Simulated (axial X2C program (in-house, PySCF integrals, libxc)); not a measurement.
# A two-component session on SnCl: EOM-IP-CCSD levels

Wanted for SnCl: EOM-IP-CCSD levels, at the two-component level.

Method: two-component X2C with atomic mean-field terms, Sn dyall-acv3z, Cl dyall-av3z; program: an in-house X2C program for linear molecules on PySCF integrals.

All values are calculated.

## (1) Input

The input, task.json:

```json
{"zs": [50, 17], "q": 0, "bas": ["dyall-acv3z", "dyall-av3z"], "r0": 2.39, "eom": "ip", "rq": -1, "thr": -1.0, "nmax": 95, "grid": [1, 0.96, 1.045, 0.92, 1.09, 1.15]}
```

Keys: zs atomic numbers; q charge; bas basis sets; r0 starting distance in Å; eom kind of EOM run; thr threshold in hartree for freezing inner shells (an s shell follows its p shell); nmax most natural virtual spinors; grid distances as factors.

On the command line:

```console
python soeom.py task.json out
```

Nuclei are Gaussian, cores are contracted, and the Gaunt term is on.

## (2) EOM-IP-CCSD at 2.543 Å

Reference: the closed shell SnCl⁻; 12 electrons correlated, 94 virtual spinors; roots sought by Ω: 1/2: 4, 3/2: 3, 5/2: 1.

Output:

```text
two-component X2C + atomic mean field  HF
basis functions 207  fitting functions 1036  grid points 5083
iter        total energy     max residual
   1      -6632.146909465     3.76e-01
   2      -6632.172695690     7.46e-03
   3      -6632.173466316     9.04e-03
   4      -6632.173558887     1.60e-03
   5      -6632.173572170     2.90e-04
   6      -6632.173574195     2.51e-04
   7      -6632.173574789     6.94e-05
   8      -6632.173575013     5.00e-05
   9      -6632.173575091     4.52e-05
  10      -6632.173575110     1.14e-05
  11      -6632.173575112     1.87e-06
converged
one-electron -9487.66273206  Coulomb 2873.97433694  exact exchange -191.76832743  xc functional 0.00000000  nuclear repulsion 176.87795096  atomic mean-field constant -3.59480352
correlated 12  virtual 288  natural virtual 94  E(MP2) -0.279285658  MP2 remainder -0.011472272
iter   CCSD correlation   residual
   1     -0.288494898   1.48e-01
   2     -0.298108775   7.96e-02
   3     -0.299872250   5.23e-02
   4     -0.300778107   3.73e-02
   5     -0.301456629   1.70e-02
   6     -0.301568511   6.03e-03
   7     -0.301592997   1.76e-03
   8     -0.301609976   5.47e-04
   9     -0.301604042   2.15e-04
  10     -0.301604058   1.06e-04
  11     -0.301603248   5.35e-05
  12     -0.301603434   3.01e-05
  13     -0.301603470   1.71e-05
  14     -0.301603467   8.45e-06
(T) -0.014568504  T1 0.0156  D1 0.0270  max T2 0.296
EOM-IP-CCSD roots
2*Omega      energy/Eh   energy/eV  one-particle weight
    1       0.05120264      1.3933      0.949
    1       0.19377697      5.2729      0.866
    1       0.20627035      5.6129      0.027
    1       0.22300529      6.0683      0.905
    3       0.10398538      2.8296      0.001
    3       0.21625469      5.8846      0.904
    3       0.24043600      6.5426      0.000
    5       0.28436490      7.7380      0.000
```

T1 in the output is the amplitude norm over the root of the electron number; divide by √2 for the Lee–Taylor value.

| Ω | vertical IE (eV) | above lowest (cm⁻¹) | spinor | weight |
| --- | --- | --- | --- | --- |
| 1/2 | 1.393 | 0 | 86% Sn pπ | 0.95 |
| 1/2 | 5.273 | 31290 | 44% Cl pσ, 32% Sn sσ, 18% Sn pσ | 0.87 |
| 3/2 | 5.885 | 36220 | 91% Cl pπ | 0.90 |
| 1/2 | 6.068 | 37710 | 90% Cl pπ | 0.90 |

It took 9.2 s on 1 thread of Intel Xeon at 2.60GHz (Ice Lake), shared host; peak memory 0.75 GiB.

## (3) EOM-IP-CCSD at 2.441 Å

| Ω | vertical IE (eV) | above lowest (cm⁻¹) | spinor | weight |
| --- | --- | --- | --- | --- |
| 1/2 | 1.238 | 0 | 84% Sn pπ | 0.95 |
| 1/2 | 5.203 | 31980 | 38% Sn sσ, 36% Cl pσ, 20% Sn pσ | 0.85 |
| 3/2 | 6.142 | 39560 | 89% Cl pπ | 0.90 |
| 1/2 | 6.339 | 41140 | 89% Cl pπ | 0.90 |

Run time: 10 s. Hardware: 1 thread of Intel Xeon at 2.60GHz (Ice Lake), shared host; peak memory 0.79 GiB.

## (4) EOM-IP-CCSD at 2.657 Å

| Ω | vertical IE (eV) | above lowest (cm⁻¹) | spinor | weight |
| --- | --- | --- | --- | --- |
| 1/2 | 1.568 | 0 | 88% Sn pπ | 0.95 |
| 1/2 | 5.294 | 30050 | 54% Cl pσ, 24% Sn sσ, 16% Sn pσ | 0.84 |
| 3/2 | 5.625 | 32730 | 92% Cl pπ | 0.91 |
| 1/2 | 5.795 | 34100 | 91% Cl pπ | 0.91 |

Run time: 14 s. Hardware: 1 thread of Intel Xeon at 2.60GHz (Ice Lake), shared host; peak memory 0.82 GiB.

## (5) EOM-IP-CCSD at 2.340 Å

| Ω | vertical IE (eV) | above lowest (cm⁻¹) | spinor | weight |
| --- | --- | --- | --- | --- |
| 1/2 | 1.083 | 0 | 82% Sn pπ | 0.95 |
| 1/2 | 5.097 | 32370 | 42% Sn sσ, 29% Cl pσ, 21% Sn pσ | 0.84 |
| 3/2 | 6.430 | 43120 | 88% Cl pπ | 0.90 |
| 1/2 | 6.638 | 44800 | 87% Cl pπ | 0.89 |

It took 10 s on 1 thread of Intel Xeon at 2.60GHz (Ice Lake), shared host; peak memory 0.82 GiB.

## (6) EOM-IP-CCSD at 2.772 Å

| Ω | vertical IE (eV) | above lowest (cm⁻¹) | spinor | weight |
| --- | --- | --- | --- | --- |
| 1/2 | 1.741 | 0 | 89% Sn pπ | 0.95 |
| 1/2 | 5.243 | 28250 | 65% Cl pσ, 16% Sn sσ, 14% Sn pσ | 0.70 |
| 3/2 | 5.394 | 29460 | 93% Cl pπ | 0.91 |
| 1/2 | 5.553 | 30740 | 92% Cl pπ | 0.90 |

It took 13 s on 1 thread of Intel Xeon at 2.60GHz (Ice Lake), shared host; peak memory 0.84 GiB.

## (7) EOM-IP-CCSD at 2.924 Å

| Ω | vertical IE (eV) | above lowest (cm⁻¹) | spinor | weight |
| --- | --- | --- | --- | --- |
| 1/2 | 1.969 | 0 | 90% Sn pπ | 0.95 |
| 1/2 | 5.107 | 25310 | 75% Cl pσ, 12% Sn pσ, 9% Sn sσ | 0.67 |
| 3/2 | 5.122 | 25440 | 94% Cl pπ | 0.91 |
| 1/2 | 5.250 | 26460 | 92% Cl pπ | 0.78 |

Run time: 13 s. Hardware: 1 thread of Intel Xeon at 2.60GHz (Ice Lake), shared host; peak memory 0.84 GiB.

## (8) Curves of the states

Energies in eV from the lowest point of the lowest state; states are followed by energy order within each Ω.

| R (Å) | (1)Ω=1/2 | (2)Ω=1/2 |
| --- | --- | --- |
| 2.340 | 0.0009 | 4.0142 |
| 2.441 | 0.0000 | 3.9653 |
| 2.543 | 0.1008 | 3.9805 |
| 2.657 | 0.2914 | 4.0176 |
| 2.772 | 0.5306 | 4.0326 |
| 2.924 | 0.8854 | 4.0240 |

Constants where the minimum is well bracketed (masses 119.902 and 34.969 u):

| state | Te (cm⁻¹) | Re (Å) | ωe (cm⁻¹) |
| --- | --- | --- | --- |
| (1)Ω=1/2 | 0 | 2.389 | 347 |

## (9) Summary of results

```
                     quantity                             value
       lowest root at 2.543 Å                 Ω = 1/2, 1.393 eV
next root led by one particle  Ω = 1/2, about 31290 cm⁻¹ higher
          T1 of the reference                             0.011
      lowest state, Re and ωe                 2.389 Å, 347 cm⁻¹
```

Removing an electron from the reference determinant of SnCl⁻ costs 1.39 eV and empties a spinor of 86% Sn pπ. The closed-shell reference lies 0.41 eV above the lowest determinant found, so these energies count from an excited configuration. Errors of 0.1 to 0.3 eV are usual at this size, and roots led by higher excitations are left out, so the list is incomplete, and low states of that kind can be missing. T1 or the largest double amplitude of the reference is raised, which lowers the reliability. The bond is 0.181 Å shorter than in the closed-shell reference at CCSD (2.571 Å).
